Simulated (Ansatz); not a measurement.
# C2H5NSi: geometry and vibrations

The task is to find a stationary geometry of C2H5NSi, check the end point by its vibrations and derive ideal-gas thermochemistry.

The runs use Ansatz 0.2.0, Gaussian basis; RKS PBE0-D4/def2-TZVP.

Levels to be run: relaxation at PBE-D4/def2-SVP; relaxation at PBE0-D4/def2-TZVP; harmonic vibrations at the same level.

1 further run of the same task is left out (set aside as unsound or not needed).

## Step 1: The system as given

SMILES `C#CN[SiH3]`, 9 atoms, charge 0, spin multiplicity 1.

Atoms are counted from 1 here; the program's logs count them from 0.

Bond lengths: C1–C2 1.149 Å, C1–H5 1.125 Å, C2–N3 1.434 Å, N3–Si4 1.652 Å, N3–H6 1.044 Å, Si4–H7 1.460 Å, Si4–H8 1.515 Å, Si4–H9 1.442 Å. Angles: C2–C1–H5 175.9°, C1–C2–N3 178.1°, C2–N3–Si4 119.1°, C2–N3–H6 113.6°, Si4–N3–H6 107.1°, N3–Si4–H7 111.4°, N3–Si4–H8 106.6°, N3–Si4–H9 110.3°, H7–Si4–H8 109.8°, H7–Si4–H9 110.2°, H8–Si4–H9 108.5°.

Coordinates:

```mol
C2H5NSi
  3D, bonds by distance, orders not assigned

  9  8  0  0  0  0  0  0  0  0999 V2000
   -0.7258    1.2834   -1.7802 C   0  0
   -0.1480    0.9317   -0.8508 C   0  0
    0.6084    0.4797    0.2810 N   0  0
    0.1512   -0.9100    1.0482 Si  0  0
   -1.3335    1.6758   -2.6422 H   0  0
    1.6328    0.4046    0.0961 H   0  0
    0.9801   -1.1681    2.2224 H   0  0
   -1.2911   -0.7158    1.4699 H   0  0
    0.2143   -2.0276    0.1385 H   0  0
  1  2  8  0
  2  3  8  0
  3  4  8  0
  1  5  8  0
  3  6  8  0
  4  7  8  0
  4  8  8  0
  4  9  8  0
M  END
```

The start is a force-field geometry with small random shifts, so a cheaper pass at PBE-D4/def2-SVP comes first.

## Step 2: Optimising with PBE-D4/def2-SVP (cheap first pass)

Input file in.yaml:

```yaml
crystal:
  periodic: [false, false, false]
  atoms:
    - {symbol: C, position_ang: [-0.725800, 1.283400, -1.780200]}
    - {symbol: C, position_ang: [-0.148000, 0.931700, -0.850800]}
    - {symbol: N, position_ang: [0.608400, 0.479700, 0.281000]}
    - {symbol: Si, position_ang: [0.151200, -0.910000, 1.048200]}
    - {symbol: H, position_ang: [-1.333500, 1.675800, -2.642200]}
    - {symbol: H, position_ang: [1.632800, 0.404600, 0.096100]}
    - {symbol: H, position_ang: [0.980100, -1.168100, 2.222400]}
    - {symbol: H, position_ang: [-1.291100, -0.715800, 1.469900]}
    - {symbol: H, position_ang: [0.214300, -2.027600, 0.138500]}
basis:
  gaussian: {orbitals: def2-SVP}
hamiltonian: {xc: pbe, dispersion: d4}
relax: {f_tol: 0.03, max_steps: 200}
```

The run is started by

```console
> ansatz run in.yaml --threads 2 --pin off --events-out ev --progress --plain --max-ram 4352MiB
```

The log of the run, shortened:

```text
Functional definition: PBE
  name "PBE"
  cite "Perdew, Burke & Ernzerhof, Phys. Rev. Lett. 77, 3865 (1996) doi:10.1103/PhysRevLett.77.3865"
  parent pbe
[...]
974 factors; their error is unknown
[...]
mean field -11506.23316935 eV, -422.8462697687 hartree, gradient 8.4e-6 eV, S^2 0.000000; 0 other end points of the search recorded, 0 dependent functions left out
[...]
reference -11506.23320311 eV, -422.8462710092 hartree; 19, 19 occupied and 66, 66 virtual orbitals, 974 factors
relax step   1: F+E_penalty+E_count = -11506.39949537 eV  Δ(F+E_penalty+E_count) = +0.000e0 eV  max|allowed force component| = 9.302e0 eV/Å  Δτ_max = 0.0000 Å  (27 SCF iters, accepted)
[...]
relax step   3: F+E_penalty+E_count = -11507.28989018 eV  Δ(F+E_penalty+E_count) = -1.315e-1 eV  max|allowed force component| = 5.829e-1 eV/Å  Δτ_max = 0.0955 Å  (28 SCF iters, accepted)
[...]
relax step   5: F+E_penalty+E_count = -11507.32142745 eV  Δ(F+E_penalty+E_count) = -2.879e-3 eV  max|allowed force component| = 3.272e-1 eV/Å  Δτ_max = 0.1064 Å  (28 SCF iters, accepted)
[...]
relax step   7: F+E_penalty+E_count = -11507.33104919 eV  Δ(F+E_penalty+E_count) = -5.339e-4 eV  max|allowed force component| = 1.503e-2 eV/Å  Δτ_max = 0.0305 Å  (30 SCF iters, accepted)
[...]
relax step   8: F+E_penalty+E_count = -11507.33126114 eV  Δ(F+E_penalty+E_count) = -2.119e-4 eV  max|allowed force component| = 3.298e-2 eV/Å  Δτ_max = 0.0440 Å  (29 SCF iters, accepted)
[...]
relax step   9: F+E_penalty+E_count = -11507.33132248 eV  Δ(F+E_penalty+E_count) = -6.134e-5 eV  max|allowed force component| = 2.647e-2 eV/Å  Δτ_max = 0.0049 Å  (22 SCF iters, accepted)
974 factors; their error is unknown
mean field -11507.16934039 eV, -422.8806734198 hartree, gradient 1.7e-5 eV, S^2 0.000000; 1 other end points of the search recorded, 0 dependent functions left out
[...]
reference -11507.16937461 eV, -422.8806746775 hartree; 19, 19 occupied and 66, 66 virtual orbitals, 974 factors
Total energy: -11507.33135670 eV, -422.8866274095 hartree
Atom 0 at    -0.708687     1.325296    -1.871437 Å, force    -0.001807    -0.004612     0.007029 eV/Å
Atom 1 at    -0.048482     0.896291    -0.930567 Å, force     0.002165     0.011546    -0.013791 eV/Å
Atom 2 at     0.635390     0.385059     0.110836 Å, force     0.001726    -0.002380     0.004193 eV/Å
Atom 3 at     0.091446    -1.012387     1.052441 Å, force    -0.007977    -0.026471     0.011975 eV/Å
Atom 4 at    -1.283430     1.711746    -2.698684 Å, force     0.002145     0.001032    -0.001218 eV/Å
Atom 5 at     1.524431     0.839723     0.338301 Å, force    -0.002990     0.001807    -0.001732 eV/Å
Atom 6 at     1.143388    -1.203505     2.107392 Å, force    -0.001999     0.004863    -0.007582 eV/Å
Atom 7 at    -1.247258    -0.747335     1.682053 Å, force     0.004679     0.005081    -0.000913 eV/Å
Atom 8 at    -0.018398    -2.241190     0.192565 Å, force     0.004059     0.009135     0.002039 eV/Å
Dipole moment:     0.217240    -0.051218     0.215657 e Å
```

Wall time 9 s (2 threads of AMD EPYC 7B13, shared host).

Step by step:

```
step  energy from step 1 (eV)  largest force component (eV/Å)
   1                   0.0000                          9.3022
   2                  -0.7589                          1.9032
   3                  -0.8904                          0.5829
   4                  -0.9191                          0.5970
   5                  -0.9219                          0.3272
   6                  -0.9310                          0.0360
   7                  -0.9316                          0.0150
   8                  -0.9318                          0.0330
   9                  -0.9318                          0.0265
```

The force was under the threshold of 0.03 eV/Å already at step 7, but the program went on to step 9.

Distances of close pairs at the start and the end, largest changes first:

```
  bond  before (Å)  after (Å)  change (Å)
N3–Si4       1.652      1.771      +0.119
 C2–N3       1.434      1.347      -0.088
 C1–C2       1.149      1.227      +0.077
Si4–H9       1.442      1.504      +0.061
 C1–H5       1.125      1.079      -0.046
Si4–H7       1.460      1.502      +0.042
 N3–H6       1.044      1.024      -0.020
Si4–H8       1.515      1.503      -0.012
```

## Step 3: Geometry optimisation, PBE0-D4/def2-TZVP

Input file in.yaml:

```yaml
crystal:
  periodic: [false, false, false]
  atoms:
    - {symbol: C, position_ang: [-0.708687, 1.325296, -1.871437]}
    - {symbol: C, position_ang: [-0.048482, 0.896291, -0.930567]}
    - {symbol: N, position_ang: [0.635390, 0.385059, 0.110836]}
    - {symbol: Si, position_ang: [0.091446, -1.012387, 1.052441]}
    - {symbol: H, position_ang: [-1.283430, 1.711746, -2.698684]}
    - {symbol: H, position_ang: [1.524431, 0.839723, 0.338301]}
    - {symbol: H, position_ang: [1.143388, -1.203505, 2.107392]}
    - {symbol: H, position_ang: [-1.247258, -0.747335, 1.682053]}
    - {symbol: H, position_ang: [-0.018398, -2.241190, 0.192565]}
basis:
  gaussian: {orbitals: def2-TZVP}
hamiltonian: {xc: pbe0, dispersion: d4}
relax: {f_tol: 0.005, max_steps: 150}
```

The command is unchanged.

The log of the run, shortened:

```text
Functional definition: PBE0
  name "PBE0"
  cite "Adamo & Barone, J. Chem. Phys. 110, 6158 (1999) doi:10.1063/1.478522"
  cite "Perdew, Burke & Ernzerhof, Phys. Rev. Lett. 77, 3865 (1996) doi:10.1103/PhysRevLett.77.3865"
  parent pbe
[...]
1003 factors; their error is unknown
[...]
mean field -11515.04842055 eV, -423.1702242752 hartree, gradient 6.5e-5 eV, S^2 0.000000; 0 other end points of the search recorded, 0 dependent functions left out
[...]
reference -11515.04845322 eV, -423.1702254757 hartree; 19, 19 occupied and 141, 141 virtual orbitals, 1003 factors
relax step   1: F+E_penalty+E_count = -11515.18479979 eV  Δ(F+E_penalty+E_count) = +0.000e0 eV  max|allowed force component| = 1.344e0 eV/Å  Δτ_max = 0.0000 Å  (26 SCF iters, accepted)
[...]
Total energy: -11515.25008437 eV, -423.1776352838 hartree
Atom 0 at    -0.697837     1.297896    -1.842627 Å, force     0.000005     0.000307    -0.000546 eV/Å
Atom 1 at    -0.048386     0.882320    -0.919371 Å, force     0.000053     0.000172    -0.000068 eV/Å
Atom 2 at     0.631598     0.378296     0.115639 Å, force     0.000095    -0.000189     0.000297 eV/Å
Atom 3 at     0.090923    -0.996703     1.036470 Å, force    -0.000027    -0.000083    -0.000048 eV/Å
Atom 4 at    -1.263143     1.673880    -2.660021 Å, force     0.000058    -0.000196     0.000079 eV/Å
Atom 5 at     1.497611     0.841245     0.343252 Å, force    -0.000422    -0.000014     0.000078 eV/Å
Atom 6 at     1.132241    -1.199460     2.073531 Å, force     0.000112    -0.000114    -0.000063 eV/Å
Atom 7 at    -1.226664    -0.725980     1.662823 Å, force     0.000186     0.000021     0.000290 eV/Å
Atom 8 at    -0.027943    -2.197796     0.173204 Å, force    -0.000059     0.000097    -0.000019 eV/Å
Dipole moment:     0.209310    -0.034927     0.199174 e Å
```

Run time: 21 s. Hardware: 2 threads of AMD EPYC 7B13, shared host; peak memory 0.33 GiB.

Relaxation path:

| step | energy from step 1 (eV) | largest force component (eV/Å) |
| --- | --- | --- |
| 1 | 0.0000 | 1.3445 |
| 2 | -0.0610 | 0.2559 |
| 3 | -0.0650 | 0.0828 |
| 4 | -0.0652 | 0.0222 |
| 5 | -0.0652 | 0.0090 |
| 6 | -0.0652 | 0.0109 |
| 7 | -0.0652 | 0.0051 |
| 8 | -0.0653 | 0.0005 |

Close pairs (by a distance rule), those that changed most:

```csv
bond,before (Å),after (Å),change (Å)
N3–Si4,1.771,1.741,-0.030
C1–C2,1.227,1.203,-0.024
Si4–H9,1.504,1.484,-0.020
Si4–H8,1.503,1.484,-0.019
Si4–H7,1.502,1.484,-0.018
C1–H5,1.079,1.063,-0.016
N3–H6,1.024,1.008,-0.016
C2–N3,1.347,1.337,-0.010
```

Mulliken charges at the end point, from the run's report:

```csv
atom,value (e)
C1,-0.46
C2,0.23
N3,-0.40
Si4,0.26
H5,0.17
H6,0.25
H7,-0.03
H8,-0.02
H9,-0.02
```

## Step 4: Force constants and modes

Input file in.yaml:

```yaml
crystal:
  periodic: [false, false, false]
  atoms:
    - {symbol: C, position_ang: [-0.697837, 1.297896, -1.842627]}
    - {symbol: C, position_ang: [-0.048386, 0.882320, -0.919371]}
    - {symbol: N, position_ang: [0.631598, 0.378296, 0.115639]}
    - {symbol: Si, position_ang: [0.090923, -0.996703, 1.036470]}
    - {symbol: H, position_ang: [-1.263143, 1.673880, -2.660021]}
    - {symbol: H, position_ang: [1.497611, 0.841245, 0.343252]}
    - {symbol: H, position_ang: [1.132241, -1.199460, 2.073531]}
    - {symbol: H, position_ang: [-1.226664, -0.725980, 1.662823]}
    - {symbol: H, position_ang: [-0.027943, -2.197796, 0.173204]}
basis:
  gaussian: {orbitals: def2-TZVP}
hamiltonian: {xc: pbe0, dispersion: d4}
phonons: {temperatures: {t_min: 298.15, t_max: 900, t_step: 200}}
```

The command is unchanged.

The log of the run, shortened:

```text
Functional definition: PBE0
  name "PBE0"
  cite "Adamo & Barone, J. Chem. Phys. 110, 6158 (1999) doi:10.1063/1.478522"
  cite "Perdew, Burke & Ernzerhof, Phys. Rev. Lett. 77, 3865 (1996) doi:10.1103/PhysRevLett.77.3865"
  parent pbe
[...]
1003 factors; their error is unknown
[...]
mean field -11515.11220388 eV, -423.1725682691 hartree, gradient 6.1e-5 eV, S^2 0.000000; 0 other end points of the search recorded, 0 dependent functions left out
[...]
reference -11515.11223627 eV, -423.1725694595 hartree; 19, 19 occupied and 141, 141 virtual orbitals, 1003 factors
[...]
1003 factors; their error is unknown
[...]
mean field -11515.11205260 eV, -423.1725627096 hartree, gradient 1.9e-6 eV, S^2 0.000000; 0 other end points of the search recorded, 0 dependent functions left out
[...]
Atom 1 at    -0.048386     0.882320    -0.919371 Å, force     0.000032     0.000175    -0.000096 eV/Å
Atom 2 at     0.631598     0.378296     0.115639 Å, force     0.000087    -0.000184     0.000287 eV/Å
Atom 3 at     0.090923    -0.996703     1.036470 Å, force    -0.000028    -0.000075    -0.000047 eV/Å
Atom 4 at    -1.263143     1.673880    -2.660021 Å, force     0.000053    -0.000193     0.000073 eV/Å
Atom 5 at     1.497611     0.841245     0.343252 Å, force    -0.000409    -0.000012     0.000086 eV/Å
Atom 6 at     1.132241    -1.199460     2.073531 Å, force     0.000116    -0.000119    -0.000059 eV/Å
Atom 7 at    -1.226664    -0.725980     1.662823 Å, force     0.000183     0.000017     0.000292 eV/Å
Atom 8 at    -0.027943    -2.197796     0.173204 Å, force    -0.000061     0.000098    -0.000022 eV/Å
Dipole moment:     0.209310    -0.034927     0.199174 e Å
Vibrations: 96.80 148.84 201.75 434.78 464.46 508.96 658.70 694.03 700.99 831.74 926.37 945.62 976.73 1157.28 1362.98 2234.56 2237.32 2247.98 2258.42 3496.01 3616.73 cm⁻¹, zero-point energy 1.624260 eV
```

It took 92 s on 2 threads of AMD EPYC 7B13, shared host; peak memory 0.33 GiB.

Motions are named by where the mode's potential energy lies. Wavenumbers, unscaled:

```csv
mode,cm⁻¹,motion
1,97,torsion
2,149,bend
3,202,torsion
4,435,bend
5,464,bend
6,509,bend
7,659,bend with Si–N stretch
8,694,bend
9,701,bend
10,832,Si–N stretch with bend
11,926,bend with torsion
12,946,bend
13,977,bend
14,1157,C–N stretch
15,1363,bend
16,2235,Si–H stretch
17,2237,Si–H stretch
18,2248,Si–H stretch
19,2258,C–C stretch
20,3496,C–H stretch
21,3617,N–H stretch
```

From these modes and the moments of inertia (298.15 K, 1 bar, symmetry number 1):

| term | value |
| --- | --- |
| zero-point energy | 156.7 kJ/mol |
| H(298) − E | 175.2 kJ/mol |
| entropy, translation | 162.0 J/(mol K) |
| entropy, rotation | 103.9 J/(mol K) |
| entropy, vibration | 50.8 J/(mol K) |
| entropy, total | 316.7 J/(mol K) |

## Step 5: Summary of results

```
                  quantity            value
               point group               Cs
                     steps            9 + 8
shift from the start (rms)          0.241 Å
              total energy   -11515.2501 eV
           dispersion term         -138 meV
             dipole moment           1.40 D
lowest, highest wavenumber    97, 3617 cm⁻¹
         zero-point energy     156.7 kJ/mol
       entropy at 298.15 K  316.7 J/(mol K)
```

The atoms moved 0.24 Å (rms) from the start; the bond that changed most is C2–N3, from 1.434 to 1.337 Å. No mode is imaginary: a true minimum at this level. The stiffest mode, 3617 cm⁻¹, is an N–H stretch, and 2 modes under 200 cm⁻¹ make the vibrational entropy uncertain. Harmonic hybrid wavenumbers usually lie a few per cent above measured fundamentals. The largest Mulliken charge, -0.46 e, sits on C1.
